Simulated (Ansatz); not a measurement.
# C2H3ClNSb, SMILES N=C=[CH][SbH][Cl]: harmonic frequencies at the relaxed geometry

Computed with the Ansatz DFT code, driven from Python.

`c2h3clnsb_freq.py`
```python
"""Vibrations of C2H3ClNSb."""

import ansatz as az
import numpy as np

geometry = (
    az.Crystal.molecule()
    .atom("N", (-2.1776, -0.1489, 0.2348))
    .atom("C", (-1.0699, 0.409, 0.2319))
    .atom("C", (0.0918, 0.9411, 0.2288))
    .atom("Sb", (1.9168, -0.2876, 0.5177))
    .atom("Cl", (2.4408, -0.1011, -1.8156))
    .atom("H", (-2.3348, -1.1259, 0.2112))
    .atom("H", (0.2714, 2.0072, 0.106))
    .atom("H", (0.9535, -1.7509, 0.2292))
)

job = (
    geometry.calculation()
    .basis(gaussian="def2-SVP")  # the orbital basis, by name
    .functional("pbe", dispersion="d3bj")
    .scf(lower_state_search="off")
)
symbols = [site.symbol for site in geometry.cartesian_sites]
start = np.array([site.position_ang for site in geometry.cartesian_sites], dtype=float)
r = job.relax(force_tolerance=0.003, max_steps=100).run(threads=1, backend="cpu").report
end = np.array(r["positions_ang"])

print("final positions (A) and the move of each atom")
for symbol, xyz, old in zip(symbols, end, start):
    print(f"{symbol:2s} {xyz[0]:10.5f} {xyz[1]:10.5f} {xyz[2]:10.5f}   {np.linalg.norm(xyz - old):7.4f}")

# frequencies need a stationary point, so they are taken at the relaxed geometry
minimum = az.Crystal.molecule()
for symbol, place in zip(symbols, end):
    minimum = minimum.atom(symbol, place.tolist())
vibrating = (
    minimum.calculation()
    .basis(gaussian="def2-SVP")  # atom-centred Gaussian functions
    .functional("pbe", dispersion="d3bj")
    .scf(lower_state_search="off")
    .phonons(temperatures=(200, 600, 100))
)
vib = vibrating.run(threads=1, backend="cpu").report["vibrations"]
sums = vib["harmonic_sums"]
modes = [m["omega_inv_cm"] for m in sums["modes_at_gamma"] if m["rigid_motion"] == "no"]
print("frequencies (1/cm):", " ".join(f"{w:.0f}" for w in modes))
print("imaginary modes:", sum(w < 0 for w in modes), " zero-point energy:", round(sums["zero_point_energy_ev"], 4), "eV")
print("T (K)   F_vib (eV)   S_vib (meV/K)   C_vib (meV/K)")
for row in zip(sums["temperatures_k"], sums["vibrational_free_energy_ev"], vib["entropy_ev_per_k"], vib["heat_capacity_ev_per_k"]):
    print(f"{row[0]:6.1f} {row[1]:11.4f} {1000 * row[2]:13.4f} {1000 * row[3]:15.4f}")
```

```console
$ python c2h3clnsb_freq.py
final positions (A) and the move of each atom
N    -2.04377   -0.42373    0.43795    0.3670
C    -1.02531    0.25617    0.31483    0.1795
C     0.10705    0.94358    0.34103    0.1133
Sb    1.99601   -0.07935    0.35023    0.2787
Cl    2.28357   -0.45002   -2.02972    0.4385
H    -2.52995   -0.74266   -0.41221    0.7574
H     0.10182    2.04368    0.32148    0.2766
H     1.20259   -1.60476    0.62040    0.4862
frequencies (1/cm): 40 130 143 331 409 420 487 558 609 694 765 892 1018 1254 1858 2092 3146 3440
imaginary modes: 0  zero-point energy: 1.1335 eV
T (K)   F_vib (eV)   S_vib (meV/K)   C_vib (meV/K)
 200.0      1.0888        0.4744          0.5022
 300.0      1.0290        0.7199          0.7119
 400.0      0.9455        0.9464          0.8610
 500.0      0.8405        1.1507          0.9688
 600.0      0.7160        1.3349          1.0507
```

These settings explore the input space; basis and method may be short of convergence. The frequencies are harmonic and unscaled, in a modest basis. The result belongs to the one conformer reached from this start, and soft torsions count as harmonic oscillators. def2 sets replace the cores of elements past krypton by effective core potentials. Run time: 2.7 min on 1 thread of Arm Neoverse V1 (shared host), peak memory 0.21 GiB.

(A comment or docstring line of the script was reworded after the run, the code is as it ran; lines on the test bed's own set-up are left out of the output.)
